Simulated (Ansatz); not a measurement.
# CH6FGeNSi: a ladder of functionals and wavefunction methods

An exercise on one series of results from a longer session: the logs are not shown, and one member is left open.

The runs use Ansatz 0.2.0, Gaussian basis; functionals in def2-TZVPP, the program's frozen cores in correlated methods.

Plan: LDA (SPW92), PBE-D4, revPBE-D4, BLYP-D4, r2SCAN-D4, B97M-V, PBE0-D4, B3LYP-D4, r2SCANh-D4, r2SCAN0-D4, HSE06-D4, BHLYP-D4, CAM-B3LYP-D4, LC-ωPBE, ωB97X-V, ωB97M-V, B2PLYP, PBE-QIDH; CCSD(T)/def2-SVP; CCSD(T)/def2-TZVPP; MP2/def2-QZVPP; extrapolation to the limit; RPA on PBE.

## Structure used throughout

The geometry comes from an earlier relaxation with PBE0-D4 in a triple-zeta def2 set; it is a stationary point, not always the lowest conformer.

SMILES `N[C]1(F)[SiH2][GeH2]1`, 11 atoms, charge 0, spin multiplicity 1.

Atoms are counted from 1 here; the program's logs count them from 0.

Bond lengths: N1–C2 1.396 Å, N1–H6 1.012 Å, N1–H7 1.011 Å, C2–F3 1.401 Å, C2–Si4 1.908 Å, C2–Ge5 2.021 Å, Si4–Ge5 2.321 Å, Si4–H8 1.482 Å, Si4–H9 1.483 Å, Ge5–H10 1.530 Å, Ge5–H11 1.529 Å. Angles: C2–N1–H6 114.3°, C2–N1–H7 114.6°, H6–N1–H7 110.8°, N1–C2–F3 115.2°, N1–C2–Si4 114.8°, N1–C2–Ge5 113.0°, F3–C2–Si4 117.4°, F3–C2–Ge5 117.2°, Si4–C2–Ge5 72.3°, C2–Si4–Ge5 56.1°, C2–Si4–H8 115.1°, C2–Si4–H9 117.7°, Ge5–Si4–H8 116.0°, Ge5–Si4–H9 125.9°, H8–Si4–H9 113.5°, C2–Ge5–Si4 51.6°, C2–Ge5–H10 116.0°, C2–Ge5–H11 115.1° and more.

Set-up of the first run:

Contents of in.yaml:

```yaml
crystal:
  periodic: [false, false, false]
  atoms:
    - {symbol: N, position_ang: [-0.847599, 0.747823, 1.149590]}
    - {symbol: C, position_ang: [0.284554, 0.209826, 0.534096]}
    - {symbol: F, position_ang: [1.490242, 0.416875, 1.216745]}
    - {symbol: Si, position_ang: [0.018239, -1.494279, -0.282772]}
    - {symbol: Ge, position_ang: [0.298482, 0.480937, -1.468718]}
    - {symbol: H, position_ang: [-1.086516, 0.316032, 2.033126]}
    - {symbol: H, position_ang: [-0.843114, 1.755713, 1.231769]}
    - {symbol: H, position_ang: [1.190472, -2.401002, -0.245233]}
    - {symbol: H, position_ang: [-1.271183, -2.183948, -0.034452]}
    - {symbol: H, position_ang: [1.667545, 0.745727, -2.099341]}
    - {symbol: H, position_ang: [-0.835821, 1.349393, -2.014210]}
basis:
  gaussian: {orbitals: def2-TZVPP}
hamiltonian: {xc: lda}
output: {orbitals: {seedname: orbitals}}
```

Steps of the session up to this table: LDA; PBE-D4 (GGA); revPBE-D4 (GGA); BLYP-D4 (GGA); r2SCAN-D4 (meta-GGA); B97M-V (meta-GGA); PBE0-D4 (hybrid); B3LYP-D4 (hybrid); r2SCANh-D4 (hybrid); r2SCAN0-D4 (hybrid); HSE06-D4 (hybrid); BHLYP-D4 (hybrid); CAM-B3LYP-D4 (range-separated); LC-ωPBE (range-separated); ωB97X-V (range-separated); ωB97M-V (range-separated); B2PLYP (double hybrid); PBE-QIDH (double hybrid).

One of the session's tables, all rows but one given; the rest of the session is left out.

It belongs to the step «Orbital energies across the functionals». 

```
  functional  HOMO (eV)  gap (eV)
 LDA (SPW92)      -5.78      4.27
      PBE-D4      -5.63      4.34
   revPBE-D4      -5.57      4.37
     BLYP-D4      -5.51      4.30
   r2SCAN-D4      -5.85      4.80
      B97M-V      -5.92      4.78
     PBE0-D4      -6.74      6.25
    B3LYP-D4      -6.55      5.82
  r2SCANh-D4          ?         ?
  r2SCAN0-D4      -6.88      6.53
    HSE06-D4      -6.35      5.49
    BHLYP-D4      -7.70      8.05
CAM-B3LYP-D4      -7.98      8.44
     LC-ωPBE      -9.22     10.79
     ωB97X-V      -8.92     10.39
     ωB97M-V      -8.78      9.97
```

Q: Estimate the row for r2SCANh-D4 from the others.

Worked estimate for «HOMO (eV)». Against the share of exact exchange, r2SCAN-D4 (0, -5.85), r2SCAN0-D4 (0.25, -6.88) give a slope of -4.12 per unit share; at 0.1 the line stands at -6.26.

As computed: HOMO (eV): -6.27; gap (eV): 5.50. In «HOMO (eV)» the line misses by +0.01.
